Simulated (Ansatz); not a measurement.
**CHBFSi−: one structure at several levels**

One table from this session's results is given with a row withheld; the runs are named, their logs left out.

Computed with Ansatz 0.2.0, Gaussian basis. Level: single points in def2-TZVPPD.

Correlated methods freeze the cores. B3LYP uses VWN-RPA correlation.

## The starting structure

5 atoms, charge -1, spin multiplicity 1.

Atoms are counted from 1 here; the program's logs count them from 0.

Bond lengths: F1–C2 1.452 Å, C2–B3 1.553 Å, C2–Si4 1.888 Å, B3–Si4 1.940 Å, Si4–H5 1.555 Å. Angles: F1–C2–B3 155.1°, F1–C2–Si4 137.1°, B3–C2–Si4 67.8°, C2–B3–Si4 64.3°, C2–Si4–B3 47.8°, C2–Si4–H5 104.6°, B3–Si4–H5 152.4°.

Geometry (Å):

```
F     1.39030   -0.18630    1.37520
C     0.43360   -0.55730    0.34850
B    -0.34530   -1.54790   -0.55860
Si   -0.77510    0.32840   -0.79990
H    -0.62680    1.83350   -0.43960
```

Set-up of the first run:

Contents of run/in.yaml:

```yaml
crystal:
  periodic: [false, false, false]
  atoms:
    - {symbol: F, position_ang: [1.390300, -0.186300, 1.375200]}
    - {symbol: C, position_ang: [0.433600, -0.557300, 0.348500]}
    - {symbol: B, position_ang: [-0.345300, -1.547900, -0.558600]}
    - {symbol: Si, position_ang: [-0.775100, 0.328400, -0.799900]}
    - {symbol: H, position_ang: [-0.626800, 1.833500, -0.439600]}
basis:
  gaussian: {orbitals: "def2-TZVPPD.json"}
total_charge: -1
correlation: {method: ccsd_t}
output: {forces: true}
```

The basis file named in the input lies beside it (Basis Set Exchange, JSON).

No record of the launch command was kept for these runs.

Among the steps run: CCSD(T)/def2-TZVPPD; PBE0-D4/def2-TZVPPD; wB97M-V/def2-TZVPPD; r2SCAN-D4/def2-TZVPPD; PBE-D4/def2-TZVPPD; B3LYP-D4/def2-TZVPPD; HSE06-D4/def2-TZVPPD.

One table of the session follows, with a row left open; its other results are not shown here.

| method | RMS force component (eV/Å) | angle to CCSD(T) forces (°) |
| --- | --- | --- |
| CCSD(T) | 1.167 | reference |
| PBE0-D4 | 1.228 | 11.3 |
| wB97M-V | 1.340 | 12.3 |
| r2SCAN-D4 | 1.126 | 8.9 |
| PBE-D4 | ? | ? |
| B3LYP-D4 | 1.217 | 11.9 |
| HSE06-D4 | 1.223 | 11.1 |

Estimate the missing values for PBE-D4.

**Answer.** RMS force component (eV/Å): 1.032; angle to CCSD(T) forces (°): 8.2. In the column «RMS force component (eV/Å)» it is the lowest.

Limits of these values: The anion's highest level is positive in at least one run, so there the basis alone may hold the extra electron.
